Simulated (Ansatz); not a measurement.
# P: the cost of one run

Program: Ansatz 0.2.0. Level of theory: DFT PBEsol+D3(BJ), scalar-relativistic, plane waves, PAW. These are calculated values, not measurements.

### 1 The starting structure

It takes space group P4/mmm (No. 123, tetragonal). The conventional cell has a = 4.273 Å, b = 4.273 Å, c = 4.378 Å, α = 90.00°, β = 90.00°, γ = 90.00°. P (site symmetry 4/mmm) has 6 P at 4.27 to 4.38 Å in its first shell of neighbours.

Coordinates:

```
CELL_PARAMETERS angstrom
4.27290 0.00000 0.00000
0.00000 4.27290 0.00000
0.00000 0.00000 4.37800
ATOMIC_POSITIONS crystal
P 0.00000 0.00000 0.00000
```

The cell is taken as given, not relaxed at this level.

### 2 The reference cell

The reference gives a free energy of -735.5493 eV, pressure -4.04 GPa, largest force 0.000 eV/Å and gap on the mesh none (metal). It was computed beforehand with the settings of the runs below.

### 3 Next: biaxial against axial strain

The cell is strained by p along both x and y and by q along z, with fractional coordinates fixed.

### 4 p = -0.030, q = -0.030

input.yaml reads:

```yaml
crystal:
  lattice:
    - [4.1447177117, 0.0, 0.0]
    - [0.0, 4.1447177117, 0.0]
    - [0.0, 0.0, 4.24666]
  atoms:
    - { symbol: P, position: [0.0, 0.0, 0.0] }
basis:
  ecutwfc: 420
kpoints:
  mp_grid: { grid: [12, 12, 12] }
hamiltonian:
  xc: pbesol
  dispersion: d3bj
scf:
  occupations: { method: gaussian, width: 0.15 }
output:
  forces: true
  stress: true
  eigenvalues: true
```

Command:

```sh
$ ansatz run input.yaml --threads 1 --pin off --max-ram 2560MiB --backend cpu --events-out ev --progress --plain --runs-dir out
```

**Question.** How long does this run take on 1 thread of Arm Neoverse V2, shared host, and how much memory does it need?

About 4.8 s, with a peak of 0.36 GiB.
